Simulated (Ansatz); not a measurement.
## ZrH, space group I-4m2: a relaxation of cell and ions, step by step

Computed with the Python package of Ansatz (0.2.0).

Interactive session:
```pycon
>>> import json
>>> import ansatz as az
>>> import numpy as np
>>> def edges_and_angles(cell):
...     cell = np.asarray(cell)
...     a, b, c = np.linalg.norm(cell, axis=1)
...     cosines = cell[1] @ cell[2] / (b * c), cell[0] @ cell[2] / (a * c), cell[0] @ cell[1] / (a * b)
...     return (a, b, c, *np.degrees(np.arccos(cosines)))
...
>>> structure = (
...     az.Lattice.from_parameters(3.287816, 3.287816, 5.008798, alpha=90, beta=90, gamma=90)
...     .space_group(119, hermann_mauguin="I-4m2")
...     .atom("Zr", (0.0, 0.0, 0.0))
...     .atom("H", (0.0, 0.5, 0.25))
...     .primitive()
... )
>>> [site.symbol for site in structure.resolved().sites]
['Zr', 'H']
>>> setup = (
...     structure.calculation()
...     .occupations("fermi_dirac", width=100 * az.meV)
...     .functional("lda")
...     .basis(17 * az.Ha)
...     .kpoints(11, 11, 11, center="gamma")
...     .relax(force_tolerance=0.03, fix_cell=["volume"], stress_tolerance=0.01)
... )
>>> outcome = setup.run(events_out="zrh.ndjson")

>>> with open("zrh.ndjson") as stream:
...     events = [json.loads(line) for line in stream]
...
>>> steps = [e["data"] for e in events if e["event"] == "relax_step"]
>>> rep = outcome.report
>>> [(site.symbol, site.position_frac.round(4).tolist()) for site in outcome.lattice.sites]
[(<Element.ZR: 'Zr'>, [-0.0, 0.0, -0.0]), (<Element.H: 'H'>, [0.75, 0.25, 0.5])]
>>> print("step   energy (eV)     max comp. (eV/A)   P (GPa)  SCF")
step   energy (eV)     max comp. (eV/A)   P (GPa)  SCF
>>> for s in steps:
...     print(f"{s['step']:4d} {s['lagrangian_ev']:15.5f} {s['allowed_force_max_ev_ang']:12.4f} {s['pressure_gpa']:10.3f} {s['n_scf']:5d}")
...
   1     -4093.84246       0.0000     -6.627     6
   2     -4093.84260       0.0000     -6.591     3
   3     -4093.84271       0.0000     -6.532     4
   4     -4093.84272       0.0000     -6.517     4
   5     -4093.84272       0.0000     -6.513     5
   6     -4093.84272       0.0000     -6.513     5
>>> first, last = steps[0], steps[-1]
>>> symbols = [site.symbol for site in outcome.lattice.sites]
>>> print(f"energy gained {first['lagrangian_ev'] - last['lagrangian_ev']:.4f} eV in {len(steps) - 1} steps")
energy gained 0.0003 eV in 5 steps
>>> for label, vectors in (("before", first["cell_ang"]), ("after", outcome.lattice.cell_ang)):
...     print(label, "a b c (A) {:.4f} {:.4f} {:.4f}  angles {:.2f} {:.2f} {:.2f}".format(*edges_and_angles(vectors)), f" V = {abs(np.linalg.det(vectors)):.3f} A^3")
...
before a b c (A) 3.4171 3.4171 3.4171  angles 122.49 122.49 85.74  V = 27.072 A^3
after a b c (A) 3.4054 3.4054 3.4054  angles 121.90 121.90 86.73  V = 27.072 A^3
>>> print("final stress xx yy zz (GPa, compression positive):", np.round(np.diag(rep["stress_gpa"]), 3) + 0.0)
final stress xx yy zz (GPa, compression positive): [-6.511 -6.511 -6.517]
>>> change = np.array(last["positions_ang"]) @ np.linalg.inv(last["cell_ang"]) - np.array(first["positions_ang"]) @ np.linalg.inv(first["cell_ang"])
>>> moved = np.linalg.norm(change @ np.array(last["cell_ang"]), axis=1)
>>> print("displacement within the cell, strain taken out (A):", " ".join(f"{s}:{d:.3f}" for s, d in zip(symbols, moved)))
displacement within the cell, strain taken out (A): Zr:0.000 H:0.000
>>> print("atom   start x y z (A)              end x y z (A)")
atom   start x y z (A)              end x y z (A)
>>> for symbol, a, b in zip(symbols, first["positions_ang"], last["positions_ang"]):
...     print(f"{symbol:3s}", " ".join(f"{v:8.4f}" for v in a), "  ", " ".join(f"{v:8.4f}" for v in b))
...
Zr    0.0000   0.0000   0.0000      0.0000  -0.0000  -0.0000
H     0.0000   1.6439   1.2522      0.0000   1.6534   1.2378
>>> energy = rep["free_energy_ev"]
>>> print("ZrH: {:.6f} eV = {:.6f} Ry = {:.6f} Ha".format(energy, energy / 13.605693, energy / 27.211386))
ZrH: -4093.842722 eV = -300.891893 Ry = -150.445947 Ha
>>> print("Fermi level {:.4f} eV, {} k-points, {} symmetry operations".format(rep["fermi_energy_ev"], rep["n_kpoints"], rep["n_symmetry_ops"]))
Fermi level 11.8015 eV, 126 k-points, 8 symmetry operations
```

Caveats:
- Absolute energies stand on the zero of these potentials, so only differences at equal settings mean something. A total without «per atom» is that of the cell as typed.
- Forces vanish by symmetry, so the ions can't move, and the end may be a saddle.
- Part of the cell is held or a pressure is applied, so the end point needn't be the zero-pressure lattice.
- The mesh is modest for a metal, so energies can be off by several to tens of meV an atom and pressures by half a GPa or more; differences at equal mesh fare better.
- The zero of the levels is a convention of the potentials, so an absolute Fermi energy is no work function.
- Energies along a relaxation are free energies. Rows at an unchanged volume are solved on a plane-wave basis chosen afresh for that cell, so the energy jumps there and such rows are no steps of the walk.
- Edges and angles are those of the cell as typed, here a primitive one, not of the conventional cell.
- This cell is a computed structure, which may not be the phase found in nature.
- Timing: 15 s on 1 thread of Arm Neoverse V2, with other jobs on the host, peak memory 0.42 GiB.

(Lines on the test bed's own set-up are left out of the output.)
